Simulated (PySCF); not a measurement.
# r2SCAN/def2-TZVPP run of SiHBrO (SMILES O[Si]Br)

What is the vertical singlet–triplet gap of SiHBrO at r2SCAN/def2-TZVPP? The job is set up through a Python script.

The calculation is run with PySCF 2.14.0.

## (1) The system as given

The species is SiHBrO (4 atoms), meant as a singlet with charge 0. As SMILES, `O[Si]Br`. The shape is that of a PBE0-D4/def2-TZVP optimisation.

Bond lengths: O1–Si2 1.636 Å, Si2–Br3 2.289 Å, O1–H4 0.963 Å. Angles: O1–Si2–Br3 101.2°, Si2–O1–H4 120.7°.

## (2) The energy at r2SCAN/def2-TZVPP

calc.py reads:

```python
from pyscf import gto, dft

molecule = gto.M(
    atom='O -0.885200 0.465100 -0.454500; Si -0.590500 -0.799600 0.539800; Br 1.692600 -0.725200 0.691600; H -0.161400 0.999400 -0.797200',
    verbose=4,
    spin=0,
    max_memory=1860,
    basis='def2-tzvpp',
)

ks = dft.RKS(molecule, xc='r2scan')
ks.conv_tol = 1e-10
ks.grids.level = 4
ks.kernel()
if not ks.converged:
    ks = ks.newton().run(ks.mo_coeff, ks.mo_occ)

e_final = ks.e_tot
print('Final energy', e_final)
```

Started as:

```console
$ OMP_NUM_THREADS=1 python calc.py
```

The program printed:

```text
PySCF version 2.14.0

[INPUT] num. atoms = 4
[INPUT] num. electrons = 58
[INPUT] charge = 0
[INPUT] spin (= nelec alpha-beta = 2S) = 0
[INPUT] symmetry False subgroup None
[INPUT] Mole.unit = angstrom
[INPUT] Symbol           X                Y                Z      unit          X                Y                Z       unit  Magmom
[INPUT]  1 O     -0.885200000000   0.465100000000  -0.454500000000 AA   -1.672785565465   0.878911620535  -0.858880523615 Bohr   0.0
[INPUT]  2 Si    -0.590500000000  -0.799600000000   0.539800000000 AA   -1.115883276556  -1.511025009202   1.020074162040 Bohr   0.0
[INPUT]  3 Br     1.692600000000  -0.725200000000   0.691600000000 AA    3.198550438439  -1.370429385535   1.306934587749 Bohr   0.0
[INPUT]  4 H     -0.161400000000   0.999400000000  -0.797200000000 AA   -0.305001796505   1.888592288890  -1.506489666503 Bohr   0.0

[... 67 lines left out ...]
converged SCF energy = -2939.50616280357
Final energy -2939.5061628035696
```

It took 35 s on 1 thread of Arm Neoverse V1, shared host; peak memory 0.84 GiB.

## (3) The triplet at the same level

geometry.xyz reads:

```xyz
4
BrHOSi
O     -0.885200     0.465100    -0.454500
Si    -0.590500    -0.799600     0.539800
Br     1.692600    -0.725200     0.691600
H     -0.161400     0.999400    -0.797200
```

job.py reads:

```python
from pyscf import gto, dft

mol = gto.Mole()
mol.atom = 'geometry.xyz'
mol.basis = 'def2-tzvpp'
mol.verbose = 3
mol.max_memory = 1860
mol.spin = 2
mol.build()

mf = dft.UKS(mol)
mf.xc = 'r2scan'
mf.conv_tol = 1e-10
mf.grids.level = 4
mf.kernel()
if not mf.converged:
    mf = mf.newton().run(mf.mo_coeff, mf.mo_occ)

etot = mf.e_tot
print('Final energy', etot)
```

Started as:

```console
$ OMP_NUM_THREADS=1 python job.py
```

The program printed:

```text
WARN: HOMO -0.111989818301133 >= LUMO -0.256847326160866

WARN: HOMO -0.0851259257746759 >= LUMO -0.156780065699794

WARN: HOMO -0.134848498892332 >= LUMO -0.193996436872666

WARN: HOMO -0.146108966966857 >= LUMO -0.202551564780755

WARN: HOMO -0.151980465714942 >= LUMO -0.196584273907312

WARN: HOMO -0.148147291785584 >= LUMO -0.19225506559561

WARN: HOMO -0.149205215421176 >= LUMO -0.191415761681014

WARN: HOMO -0.14897557563485 >= LUMO -0.190651858558049

WARN: HOMO -0.149161576898884 >= LUMO -0.19067983419005

WARN: HOMO -0.14912626410861 >= LUMO -0.190611837483161

WARN: HOMO -0.149143717842932 >= LUMO -0.190623056700417

WARN: HOMO -0.149142745532131 >= LUMO -0.190622643476814

WARN: HOMO -0.149144181290971 >= LUMO -0.190621369864047

WARN: HOMO -0.149144485055643 >= LUMO -0.190621493617805

WARN: HOMO -0.149144267981569 >= LUMO -0.190621261567564

converged SCF energy = -2939.41164727053  <S^2> = 2.0046853  2S+1 = 3.0031219
Final energy -2939.411647270527
```

Run time: 80 s. Hardware: 1 thread of Arm Neoverse V1, shared host; peak memory 0.86 GiB.

## (4) Results

At r2SCAN/def2-TZVPP:

| quantity | value |
| --- | --- |
| singlet: total energy | -2939.50616 Eh |
| singlet: dipole moment | 1.10 D |
| singlet: HOMO energy | -6.68 eV |
| singlet: LUMO energy | -2.88 eV |
| singlet: HOMO–LUMO gap | 3.80 eV |
| triplet: total energy | -2939.41165 Eh |
| triplet: dipole moment | 0.56 D |
| triplet: HOMO energy (highest over α and β) | -4.06 eV |
| triplet: ⟨S²⟩ | 2.005 |
| vertical energy of the triplet above the singlet | 2.572 eV |

In words: At this shape the triplet lies 2.57 eV (248 kJ/mol) above the singlet.
